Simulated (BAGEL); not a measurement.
# GeSiH5Cl (SMILES [SiH3][GeH2][Cl]), step by step

We compute a series of 15 runs (PBE0/def2-SVP, RI-MP2/def2-SVP) of ClGeH5Si. 

Program for the calculation: BAGEL 1.2.2.

1 further run of the same task is left out (set aside as unsound or not needed).

## Step 1: The molecule

The species is GeSiH5Cl (8 atoms), meant as a singlet with charge 0. As SMILES, `[SiH3][GeH2][Cl]`. One bond was lengthened or shortened from a relaxed shape.

Bond lengths: Si1–Ge2 2.380 Å, Ge2–Cl3 2.169 Å, Si1–H4 1.487 Å, Si1–H5 1.484 Å, Si1–H6 1.484 Å, Ge2–H7 1.537 Å, Ge2–H8 1.307 Å. Some angles: Si1–Ge2–Cl3 106.5°, Si1–Ge2–H7 114.0°, Si1–Ge2–H8 114.0°, Cl3–Ge2–H7 106.1°, Cl3–Ge2–H8 106.1°, Ge2–Si1–H4 109.5°, Ge2–Si1–H5 108.9°, Ge2–Si1–H6 108.9°, H7–Ge2–H8 109.6°, H4–Si1–H5 109.7°.

## Step 2: A single-point energy at PBE0/def2-SVP (density fitting with svp-jkfit) (run 1)

Contents of input.json:

```json
{ "bagel" : [

{
  "title" : "molecule",
  "basis" : "svp",
  "df_basis" : "svp-jkfit",
  "angstrom" : true,
  "geometry" : [
    { "atom" : "Si", "xyz" : [      -0.955656,       0.627512,      -0.233379 ] },
    { "atom" : "Ge", "xyz" : [       0.646244,      -1.081788,       0.187521 ] },
    { "atom" : "Cl", "xyz" : [       1.871044,      -0.383488,       1.835321 ] },
    { "atom" : "H", "xyz" : [      -1.836956,       0.216412,      -1.358179 ] },
    { "atom" : "H", "xyz" : [      -0.241856,       1.878912,      -0.589779 ] },
    { "atom" : "H", "xyz" : [      -1.770556,       0.835812,       0.989321 ] },
    { "atom" : "H", "xyz" : [       1.611044,      -1.334988,      -0.982079 ] },
    { "atom" : "H", "xyz" : [       0.124600,      -2.213900,       0.579200 ] }
  ]
},

{ "title" : "ks", "xc_func" : "pbe0" },

{ "title" : "print", "file" : "orbitals.molden", "orbitals" : true }

]}
```

Started as:

```console
$ BAGEL_NUM_THREADS=1 BAGEL input.json > input.out
```

The program printed:

```text
* using 1 threads per process

  ===============================================================
  ===============================================================

  *** Geometry ***

  { "atom" : "Si", "xyz" : [     -1.805928,      1.185826,     -0.441022 ] },
  { "atom" : "Ge", "xyz" : [      1.221224,     -2.044283,      0.354363 ] },
  { "atom" : "Cl", "xyz" : [      3.535761,     -0.724687,      3.468254 ] },
  { "atom" : "H", "xyz" : [     -3.471344,      0.408959,     -2.566586 ] },
  { "atom" : "H", "xyz" : [     -0.457042,      3.550629,     -1.114521 ] },
  { "atom" : "H", "xyz" : [     -3.345866,      1.579456,      1.869546 ] },
  { "atom" : "H", "xyz" : [      3.044432,     -2.522762,     -1.855860 ] },
  { "atom" : "H", "xyz" : [      0.235460,     -4.183665,      1.094529 ] },

  Number of auxiliary basis functions:      612

  Since a DF basis is specified, we compute 2- and 3-index integrals:
    o Being stored without compression. Storage requirement is 0.042 GB

  Number of basis functions:       93
  Number of electrons      :       68

    * METHOD: MOLECULE                             0.28

  *** Kohn-Sham DFT ***

    * Removing 13682 points whose weight is below 1.00e-10
    * Grid points: 105566

  === Nuclear Repulsion ===
   340.6336326438

       - DIIS with orbital gradients will be used.

  === KS iteration (pbe0 / svp) ===
      0      -2751.81085935          0.10269278           0.52
      1      -2520.38848494          0.16726173           0.53
      2      -2627.50224222          0.11831083           0.52
      3      -2811.71519055          0.08299864           0.65
      4      -2827.15449684          0.03974609           0.53
      5      -2827.99874097          0.03731007           0.50
      6      -2827.84157583          0.04554447           0.50
      7      -2828.50167203          0.01757036           0.50
      8      -2828.65676400          0.00421926           0.58
      9      -2828.67025715          0.00114660           0.52
     10      -2828.67149689          0.00022015           0.55
     11      -2828.67154359          0.00004880           0.70
     12      -2828.67154520          0.00000686           0.66
     13      -2828.67154524          0.00000195           0.61
     14      -2828.67154524          0.00000065           0.60
     15      -2828.67154524          0.00000027           0.68
     16      -2828.67154524          0.00000005           0.60
     17      -2828.67154524          0.00000002           0.61
     18      -2828.67154524          0.00000001           0.57
    * SCF iteration converged.

    * Permanent dipole moment:
           (    0.568390,     0.236121,     0.568426) a.u.

    * METHOD: KS                                  11.42

    * METHOD: PRINT                                0.01

  ===============================================================
```

Wall time 12 s (1 thread of Intel Xeon 6975P-C (Granite Rapids), shared host); peak memory 0.52 GiB.

## Step 3: Bond 8-2 at 1.537 A: a single-point energy at RI-MP2/def2-SVP (density fitting with svp-jkfit) (run 2)

Contents of mp2.json:

```json
{ "bagel" : [

{
  "title" : "molecule",
  "basis" : "svp",
  "df_basis" : "svp-jkfit",
  "angstrom" : true,
  "geometry" : [
    { "atom" : "Si", "xyz" : [   -0.863592,    0.827317,   -0.302506 ] },
    { "atom" : "Ge", "xyz" : [    0.738308,   -0.881983,    0.118394 ] },
    { "atom" : "Cl", "xyz" : [    1.963108,   -0.183683,    1.766194 ] },
    { "atom" : "H", "xyz" : [   -1.744892,    0.416217,   -1.427306 ] },
    { "atom" : "H", "xyz" : [   -0.149792,    2.078717,   -0.658906 ] },
    { "atom" : "H", "xyz" : [   -1.678492,    1.035617,    0.920194 ] },
    { "atom" : "H", "xyz" : [    1.703108,   -1.135183,   -1.051206 ] },
    { "atom" : "H", "xyz" : [    0.124600,   -2.213900,    0.579200 ] }
  ]
},
{ "title" : "hf" },
{ "title" : "mp2", "ncore" : 19 }

]}
```

Started as:

```console
$ BAGEL_NUM_THREADS=1 BAGEL mp2.json > mp2.out
```

The program printed:

```text
* using 1 threads per process

  ===============================================================
  ===============================================================

  *** Geometry ***

  { "atom" : "Si", "xyz" : [     -1.631952,      1.563403,     -0.571653 ] },
  { "atom" : "Ge", "xyz" : [      1.395200,     -1.666706,      0.223732 ] },
  { "atom" : "Cl", "xyz" : [      3.709736,     -0.347111,      3.337623 ] },
  { "atom" : "H", "xyz" : [     -3.297368,      0.786536,     -2.697217 ] },
  { "atom" : "H", "xyz" : [     -0.283066,      3.928206,     -1.245152 ] },
  { "atom" : "H", "xyz" : [     -3.171890,      1.957033,      1.738915 ] },
  { "atom" : "H", "xyz" : [      3.218408,     -2.145185,     -1.986491 ] },
  { "atom" : "H", "xyz" : [      0.235460,     -4.183665,      1.094529 ] },

  Number of auxiliary basis functions:      612

  Since a DF basis is specified, we compute 2- and 3-index integrals:
    o Being stored without compression. Storage requirement is 0.042 GB

  Number of basis functions:       93
  Number of electrons      :       68

    * METHOD: MOLECULE                             0.35

  *** RHF ***

  === Nuclear Repulsion ===
   338.3654750282

      * DIIS with orbital gradients will be used.

  === RHF iteration (svp) ===
      0      -2826.18925718          0.00703569           0.15
      1      -2826.24093762          0.00253885           0.12
      2      -2826.24677248          0.00100738           0.14
      3      -2826.24763745          0.00023376           0.15
      4      -2826.24767182          0.00003999           0.14
      5      -2826.24767416          0.00000706           0.13
      6      -2826.24767425          0.00000180           0.13
      7      -2826.24767426          0.00000049           0.13
      8      -2826.24767426          0.00000013           0.17
      9      -2826.24767426          0.00000004           0.20
     10      -2826.24767426          0.00000001           0.18
     11      -2826.24767426          0.00000000           0.15
    * SCF iteration converged.

    * Permanent dipole moment:
           (    0.605419,     0.139033,     0.677875) a.u.

    * METHOD: HF                                   2.04

  *** RHF ***

  === Nuclear Repulsion ===
   338.3654750282

      * DIIS with orbital gradients will be used.

  === RHF iteration (svp) ===
      0      -2826.24767426          0.00000000           0.15
    * SCF iteration converged.

    * Permanent dipole moment:
           (    0.605419,     0.139033,     0.677875) a.u.

  === DF-MP2 calculation ===

    * freezing 19 orbitals
    * 3-index integral transformation done
    * assembly done

      MP2 correlation energy:   -0.4661980028      0.06

      MP2 total energy:       -2826.7138722611

    * METHOD: MP2                                  0.36

  ===============================================================
```

Run time: 3.3 s. Hardware: 1 thread of Intel Xeon 6975P-C (Granite Rapids), shared host; peak memory 0.18 GiB.

Runs 3 to 4 aren't shown in full; the table further down has their settings and results.

## Step 4: Bond 8-2 at 1.768 A: the energy at PBE0/def2-SVP (density fitting with svp-jkfit) (run 5)

Contents of job.json:

```json
{ "bagel" : [

{
  "title" : "molecule",
  "basis" : "svp",
  "df_basis" : "svp-jkfit",
  "angstrom" : true,
  "geometry" : [
    { "atom" : "Si", "xyz" : [   -0.771528,    1.027122,   -0.371633 ] },
    { "atom" : "Ge", "xyz" : [    0.830372,   -0.682178,    0.049267 ] },
    { "atom" : "Cl", "xyz" : [    2.055172,    0.016122,    1.697067 ] },
    { "atom" : "H", "xyz" : [   -1.652828,    0.616022,   -1.496433 ] },
    { "atom" : "H", "xyz" : [   -0.057728,    2.278522,   -0.728033 ] },
    { "atom" : "H", "xyz" : [   -1.586428,    1.235422,    0.851067 ] },
    { "atom" : "H", "xyz" : [    1.795172,   -0.935378,   -1.120333 ] },
    { "atom" : "H", "xyz" : [    0.124600,   -2.213900,    0.579200 ] }
  ]
},
{
  "title" : "ks",
  "xc_func" : "pbe0"
},
{
  "title" : "print",
  "file" : "orbitals.molden",
  "orbitals" : true
}

]}
```

Started as:

```console
$ BAGEL_NUM_THREADS=1 BAGEL job.json > job.out
```

The program printed:

```text
* using 1 threads per process

  ===============================================================
  ===============================================================

  *** Geometry ***

  { "atom" : "Si", "xyz" : [     -1.457977,      1.940979,     -0.702285 ] },
  { "atom" : "Ge", "xyz" : [      1.569176,     -1.289130,      0.093101 ] },
  { "atom" : "Cl", "xyz" : [      3.883712,      0.030466,      3.206992 ] },
  { "atom" : "H", "xyz" : [     -3.123392,      1.164113,     -2.827849 ] },
  { "atom" : "H", "xyz" : [     -0.109090,      4.305783,     -1.375783 ] },
  { "atom" : "H", "xyz" : [     -2.997914,      2.334609,      1.608284 ] },
  { "atom" : "H", "xyz" : [      3.392383,     -1.767608,     -2.117123 ] },
  { "atom" : "H", "xyz" : [      0.235460,     -4.183665,      1.094529 ] },

  Number of auxiliary basis functions:      612

  Since a DF basis is specified, we compute 2- and 3-index integrals:
    o Being stored without compression. Storage requirement is 0.042 GB

  Number of basis functions:       93
  Number of electrons      :       68

    * METHOD: MOLECULE                             0.29

  *** Kohn-Sham DFT ***

    * Removing 13323 points whose weight is below 1.00e-10
    * Grid points: 105925

  === Nuclear Repulsion ===
   336.6238564151

       - DIIS with orbital gradients will be used.

  === KS iteration (pbe0 / svp) ===
      0      -2751.32811024          0.10106457           0.53
      1      -2522.44277809          0.16666550           0.50
      2      -2634.44006862          0.09920443           0.46
      3      -2715.50533140          0.11498868           0.49
      4      -2819.11244114          0.08226714           0.48
      5      -2827.33610326          0.03503452           0.49
      6      -2820.18689621          0.08995103           0.47
      7      -2819.40425826          0.12143757           0.50
      8      -2828.03445177          0.02639581           0.47
      9      -2828.65173174          0.00544497           0.47
     10      -2828.67645782          0.00260071           0.46
     11      -2828.68385287          0.00027774           0.46
     12      -2828.68391478          0.00006458           0.47
     13      -2828.68391838          0.00001694           0.51
     14      -2828.68391856          0.00000489           0.46
     15      -2828.68391857          0.00000102           0.52
     16      -2828.68391857          0.00000027           0.46
     17      -2828.68391857          0.00000010           0.46
     18      -2828.68391857          0.00000003           0.46
     19      -2828.68391857          0.00000001           0.46
    * SCF iteration converged.

    * Permanent dipole moment:
           (    0.492114,    -0.020385,     0.630259) a.u.

    * METHOD: KS                                  10.08

    * METHOD: PRINT                                0.01

  ===============================================================
```

Run time: 11 s. Hardware: 1 thread of Intel Xeon 6975P-C (Granite Rapids), shared host; peak memory 0.52 GiB.

Runs 6 to 14 aren't shown in full; the table further down has their settings and results.

## Step 5: Bond 8-2 at 4.304 A: the energy at PBE0/def2-SVP (density fitting with svp-jkfit) (run 15)

Contents of input.json:

```json
{ "bagel": [

{
  "title": "molecule",
  "basis": "svp",
  "df_basis": "svp-jkfit",
  "angstrom": "true",
  "geometry": [
    { "atom": "Si", "xyz": [    0.241059,    3.224717,   -1.131939 ] },
    { "atom": "Ge", "xyz": [    1.842959,    1.515417,   -0.711039 ] },
    { "atom": "Cl", "xyz": [    3.067759,    2.213717,    0.936761 ] },
    { "atom": "H", "xyz": [   -0.640241,    2.813617,   -2.256739 ] },
    { "atom": "H", "xyz": [    0.954859,    4.476117,   -1.488339 ] },
    { "atom": "H", "xyz": [   -0.573841,    3.433017,    0.090761 ] },
    { "atom": "H", "xyz": [    2.807759,    1.262217,   -1.880639 ] },
    { "atom": "H", "xyz": [    0.124600,   -2.213900,    0.579200 ] }
  ]
},
{
  "title": "ks",
  "xc_func": "pbe0"
},
{
  "title": "print",
  "file": "orbitals.molden",
  "orbitals": "true"
}

]}
```

Started as:

```console
$ BAGEL_NUM_THREADS=1 BAGEL input.json > input.out
```

The program printed:

```text
* using 1 threads per process

  ===============================================================
  ===============================================================

  *** Geometry ***

  { "atom" : "Si", "xyz" : [      0.455535,      6.093832,     -2.139055 ] },
  { "atom" : "Ge", "xyz" : [      3.482688,      2.863723,     -1.343669 ] },
  { "atom" : "Cl", "xyz" : [      5.797224,      4.183319,      1.770222 ] },
  { "atom" : "H", "xyz" : [     -1.209880,      5.316966,     -4.264619 ] },
  { "atom" : "H", "xyz" : [      1.804422,      8.458635,     -2.812553 ] },
  { "atom" : "H", "xyz" : [     -1.084402,      6.487462,      0.171513 ] },
  { "atom" : "H", "xyz" : [      5.305896,      2.385244,     -3.553893 ] },
  { "atom" : "H", "xyz" : [      0.235460,     -4.183665,      1.094529 ] },

  Number of auxiliary basis functions:      612

  Since a DF basis is specified, we compute 2- and 3-index integrals:
    o Being stored without compression. Storage requirement is 0.042 GB

  Number of basis functions:       93
  Number of electrons      :       68

    * METHOD: MOLECULE                             0.38

  *** Kohn-Sham DFT ***

    * Removing 12349 points whose weight is below 1.00e-10
    * Grid points: 106899

  === Nuclear Repulsion ===
   328.7780085201

       - DIIS with orbital gradients will be used.

  === KS iteration (pbe0 / svp) ===
      0      -2750.37178547          0.09998382           0.71
      1      -2531.11439284          0.16277340           0.58
      2      -2633.97902021          0.09026108           0.47
      3      -2707.08689001          0.11422252           0.50
      4      -2819.46223849          0.08174231           0.49
      5      -2826.16835505          0.04362331           0.49
      6      -2825.25509440          0.05098011           0.48
      7      -2826.67127045          0.05171520           0.47
      8      -2825.24206727          0.05517738           0.49
      9      -2828.15281540          0.00740755           0.49
     10      -2828.22521398          0.00886102           0.48
     11      -2828.35993185          0.00580185           0.47
     12      -2828.24263411          0.00672940           0.49
     13      -2828.38543282          0.00612456           0.48
     14      -2828.36726035          0.00633568           0.47
     15      -2828.37040660          0.00638906           0.47
     16      -2828.37380939          0.00640843           0.45
     17      -2828.37466565          0.00641030           0.44
     18      -2828.11848703          0.00910923           0.44
     19      -2828.24189307          0.00532821           0.44
     20      -2828.31060869          0.00591090           0.48
     21      -2828.32559302          0.00580156           0.49
     22      -2828.33209842          0.00573983           0.48
     23      -2828.32766509          0.00572139           0.55
     24      -2828.34690685          0.00600977           0.48
     25      -2828.12039789          0.00878377           0.54
     26      -2828.23679167          0.00521294           0.50
     27      -2828.31180599          0.00588401           0.48
     28      -2828.30612779          0.00604828           0.49
     29      -2828.30340569          0.00608467           0.49
     30      -2828.36975533          0.00605592           0.49
     31      -2828.36417613          0.00619915           0.48
     32      -2828.12518032          0.00816986           0.50
     33      -2828.32476783          0.00667464           0.50
     34      -2828.35260920          0.00588885           0.48
     35      -2828.47268323          0.00413733           0.48
     36      -2828.37903401          0.00615696           0.48
     37      -2828.37423662          0.00615932           0.47
     38      -2828.37666368          0.00616629           0.48
     39      -2828.36502323          0.00722234           0.48
     40      -2828.42451652          0.00589462           0.48
     41      -2828.16112909          0.00761127           0.48
     42      -2828.47225169          0.00471102           0.48
     43      -2828.34421088          0.00618343           0.48
     44      -2828.37812174          0.00607910           0.47
     45      -2828.34098269          0.00590414           0.48
     46      -2828.35269975          0.00636300           0.53
     47      -2828.49786405          0.00265618           0.47
     48      -2828.21735541          0.00632289           0.48
     49      -2828.50447327          0.00100941           0.46
     50      -2828.50519132          0.00056792           0.47
     51      -2828.49021171          0.00299191           0.48
     52      -2828.50317353          0.00125820           0.51
     53      -2828.50398759          0.00104546           0.47
     54      -2828.50512811          0.00060746           0.53
     55      -2828.50570310          0.00008436           0.51
     56      -2828.50570793          0.00005690           0.48
     57      -2828.50571264          0.00001646           0.48
     58      -2828.50571305          0.00000235           0.48
     59      -2828.50571306          0.00000016           0.48
     60      -2828.50571306          0.00000002           0.48
     61      -2828.50571306          0.00000001           0.48
     62      -2828.50571306          0.00000000           0.49
    * SCF iteration converged.

    * Permanent dipole moment:
           (    0.058301,    -1.114349,     0.864188) a.u.

    * METHOD: KS                                  31.27

    * METHOD: PRINT                                0.01

  ===============================================================
```

It took 32 s on 1 thread of Intel Xeon 6975P-C (Granite Rapids), shared host; peak memory 0.53 GiB.

## Step 6: All runs side by side

| run | level | frozen core orbitals | partner | energy (Eh) | dipole moment (D) | HOMO energy (eV) | LUMO energy (eV) | wall time |
| --- | --- | --- | --- | --- | --- | --- | --- | --- |
| 1 | PBE0/def2-SVP (density fitting with svp-jkfit) | – | bond 8-2 at 1.307 A | -2828.671545 | 2.13 | -8.03 | -0.47 | 12 s |
| 2 | RI-MP2/def2-SVP (density fitting with svp-jkfit) | 19 | bond 8-2 at 1.537 A | -2826.713872 | – | – | – | 3.3 s |
| 3 | PBE0/def2-SVP (density fitting with svp-jkfit) | – | bond 8-2 at 1.537 A | -2828.695784 | 2.06 | -8.06 | -0.47 | 13 s |
| 4 | RI-MP2/def2-SVP (density fitting with svp-jkfit) | 19 | bond 8-2 at 1.768 A | -2826.699795 | – | – | – | 2.7 s |
| 5 | PBE0/def2-SVP (density fitting with svp-jkfit) | – | bond 8-2 at 1.768 A | -2828.683919 | 2.03 | -8.07 | -0.51 | 11 s |
| 6 | RI-MP2/def2-SVP (density fitting with svp-jkfit) | 19 | bond 8-2 at 2.075 A | -2826.664004 | – | – | – | 2.9 s |
| 7 | PBE0/def2-SVP (density fitting with svp-jkfit) | – | bond 8-2 at 2.075 A | -2828.650993 | 2.11 | -7.92 | -1.41 | 14 s |
| 8 | RI-MP2/def2-SVP (density fitting with svp-jkfit) | 19 | bond 8-2 at 2.459 A | -2826.618644 | – | – | – | 2.8 s |
| 9 | PBE0/def2-SVP (density fitting with svp-jkfit) | – | bond 8-2 at 2.459 A | -2828.608287 | 2.38 | -7.41 | -2.57 | 14 s |
| 10 | RI-MP2/def2-SVP (density fitting with svp-jkfit) | 19 | bond 8-2 at 2.921 A | -2826.576225 | – | – | – | 2.8 s |
| 11 | PBE0/def2-SVP (density fitting with svp-jkfit) | – | bond 8-2 at 2.921 A | -2828.567212 | 2.79 | -6.82 | -3.50 | 14 s |
| 12 | RI-MP2/def2-SVP (density fitting with svp-jkfit) | 19 | bond 8-2 at 3.536 A | -2826.542379 | – | – | – | 2.8 s |
| 13 | PBE0/def2-SVP (density fitting with svp-jkfit) | – | bond 8-2 at 3.536 A | -2828.530787 | 3.24 | -6.30 | -4.22 | 14 s |
| 14 | RI-MP2/def2-SVP (density fitting with svp-jkfit) | 19 | bond 8-2 at 4.304 A | -2826.530428 | – | – | – | 3 s |
| 15 | PBE0/def2-SVP (density fitting with svp-jkfit) | – | bond 8-2 at 4.304 A | -2828.505713 | 3.59 | -5.94 | -4.66 | 32 s |

## Step 7: What came out

```
                                  quantity           value
 bond 8-2 at 4.304 A, run 15: total energy  -2828.50571 Eh
bond 8-2 at 4.304 A, run 15: dipole moment          3.59 D
  bond 8-2 at 4.304 A, run 15: HOMO energy        -5.94 eV
  bond 8-2 at 4.304 A, run 15: LUMO energy        -4.66 eV
bond 8-2 at 4.304 A, run 15: HOMO–LUMO gap         1.28 eV
```

In words: In runs 10, 11, 12, 13, 14, 15 a closed-shell determinant meets a far-stretched bond, which it describes badly. All runs together took 2.4 min, the longest 32 s.
